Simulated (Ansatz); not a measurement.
# CdGe3 in Ansatz: convergence with k mesh

The system is CdGe3.

```
Cd Ge
1.0
    -2.11466    2.11466    4.65673
     2.11466   -2.11466    4.65673
     2.11466    2.11466   -4.65673
Cd Ge
1 3
Direct
  0.00224 0.01423 0.01310
  0.50528 0.50840 0.00805
  0.25398 0.75669 0.51627
  0.76225 0.24813 0.50288
```

The cell comes from a database or a generator and needn't be the stable form of this composition.

The cell isn't the ideal one: atoms moved at random, drawn with an rms of 0.05 Å.

* Program: Ansatz 0.2.0
* Task: convergence study
* Functional: PBE
* Potentials or basis: Ansatz PAW
* Cutoff: 420 eV (not typed: the program's choice for these potentials)
* k mesh: 2 × 2 × 3
* Occupations: fermi-dirac, width 0.1 eV
* Spin: no spin polarisation

These are the settings of the first run; the series varies k mesh, with any setting tied to it.

Hardware: 2 threads of Arm Neoverse V1, on a shared host.

Q: The values tried are 2 × 2 × 3, 3 × 3 × 4, 4 × 4 × 5, 5 × 5 × 7, 6 × 6 × 8, 8 × 8 × 10, 10 × 10 × 12, 11 × 11 × 15, loosest first. From which on does the pressure stay within 0.1 GPa of the tightest run that finished?

A: From 4 × 4 × 5 on.

```csv
k mesh,"energy less the tightest run, at zero smearing (meV/atom)",pressure (GPa),largest force (eV/Å),SCF cycles,CPU time (s),peak memory (GiB)
2 × 2 × 3,100.26,0.96,0.143,8,2.9,0.33
3 × 3 × 4,-17.47,-0.24,0.094,7,6.1,0.35
4 × 4 × 5,-0.76,-0.60,0.100,6,12,0.39
5 × 5 × 7,4.37,-0.54,0.088,7,25,0.47
6 × 6 × 8,-0.23,-0.55,0.091,6,39,0.58
8 × 8 × 10,-1.62,-0.62,0.092,6,84,0.91
10 × 10 × 12,-0.62,-0.59,0.092,6,150,1.4
11 × 11 × 15,0.00,-0.62,0.090,6,230,2
```

Against the tightest run, the energy stays within 1 meV/atom from 10 × 10 × 12 on; the largest force stays within 0.005 eV/Å from 5 × 5 × 7 on. Meshes of other sizes hit other points, so gaps and Fermi surfaces needn't settle smoothly. The tightest run that finished is the yardstick and may itself not be fully converged.
